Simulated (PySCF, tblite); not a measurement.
# C₆H₁₁BClN: geometry, infrared bands and NMR shifts

Wanted: the infrared bands and NMR shifts of C₆H₁₁BClN (`CC#[N+][B@@H-](Cl)C1CCC1`), by calculation.

Programs: tblite 0.8.0 and PySCF 2.14.0, with density-fitted response routines of our own. Each step states its level of theory. These are calculated values for one molecule in the gas phase, unless marked as measured. Atoms count from 0, in the outputs and in this text.

## 1. Starting geometry

20 atoms, charge 0, multiplicity 1; geometry from: force field or distance geometry start.

Bonds of the start (Å): C0–C1 1.49, C1–N2 1.16, N2–B3 1.49, B3–Cl4 1.85, B3–C5 1.57, C5–C6 1.53, C6–C7 1.51, C7–C8 1.53, C8–C5 1.51, C0–H9 1.11, C0–H10 1.09, C0–H11 1.11, B3–H12 1.22, C5–H13 1.11, C6–H14 1.12, C6–H15 1.11, C7–H16 1.12, C7–H17 1.11, C8–H18 1.12, C8–H19 1.10.

## 2. Geometry optimisation with GFN2-xTB

Job settings and geometry (Å):

```
{"job": {"kind": "relax", "xc": "GFN2-xTB", "basis": "xTB"}, "charge": 0, "multiplicity": 1}
C      3.868200     0.268300    -1.195000
C      2.591600     0.026700    -0.464400
N      1.623500    -0.168900     0.144100
B      0.372200    -0.400400     0.914900
Cl     0.130500     0.934800     2.168200
C     -0.840700    -0.500500    -0.080800
C     -2.139100    -0.638400     0.714600
C     -2.781300     0.196100    -0.364600
C     -1.398900     0.800600    -0.597300
H      4.507200     0.975800    -0.627600
H      3.588100     0.662500    -2.175200
H      4.429100    -0.691100    -1.237700
H      0.464400    -1.467900     1.503700
H     -0.798500    -1.317100    -0.833000
H     -1.980100    -0.109200     1.687900
H     -2.513300    -1.678800     0.832800
H     -3.126100    -0.473500    -1.194400
H     -3.542900     0.914000    -0.003700
H     -1.224900     1.684200     0.063700
H     -1.234200     0.993300    -1.669000
```

Command:

```sh
$ OMP_NUM_THREADS=1 python probes_run.py task.json out
```

This one command runs all jobs of the session in turn.

**Question.** This job is followed by: GFN2-xTB harmonic vibrations, gas phase; GIAO PBE0/pcSseg-1 NMR shielding, non-relativistic, gas phase. What will the session give for the following? strongest single infrared mode (GFN2-xTB); zero-point energy (GFN2-xTB); ¹³C shifts against TMS (PBE0/pcSseg-1); ¹H shifts against TMS (PBE0/pcSseg-1, means over atoms taken as alike); ¹⁵N shifts against NH3 (PBE0/pcSseg-1); ¹¹B shifts against BF3·OEt2 (PBE0/pcSseg-1); ³⁵Cl shifts against HCl (PBE0/pcSseg-1).

As calculated:

```
                                                              quantity                                                     value
                             strongest single infrared mode (GFN2-xTB)                                     2510 cm⁻¹, 100 km/mol
                                          zero-point energy (GFN2-xTB)                                            100.4 kcal/mol
                                ¹³C shifts against TMS (PBE0/pcSseg-1)                    126.1, 31.8, 25.3, 21.1, 20.7, 1.8 ppm
¹H shifts against TMS (PBE0/pcSseg-1, means over atoms taken as alike)  2.84, 2.50, 2.42, 2.26, 2.09, 1.95, 1.86, 1.83, 1.50 ppm
                                ¹⁵N shifts against NH3 (PBE0/pcSseg-1)                                                 231.1 ppm
                           ¹¹B shifts against BF3·OEt2 (PBE0/pcSseg-1)                                                 -17.1 ppm
                               ³⁵Cl shifts against HCl (PBE0/pcSseg-1)                                                     3 ppm
```

In words: Over 122 steps the energy fell by 0.727 eV; of the close pairs, C0–C1 changed most, 1.491 to 1.424 Å. No mode is imaginary among the 54: a minimum at this level. The strongest single mode, at 2510 cm⁻¹, moves mainly H12. Unscaled tight-binding wavenumbers are off by several per cent, some by more. Its intensities can rank the bands wrongly. At PBE0/pcSseg-1: Shielding is most anisotropic at N2 (span 466 ppm, paramagnetic term -297 ppm).
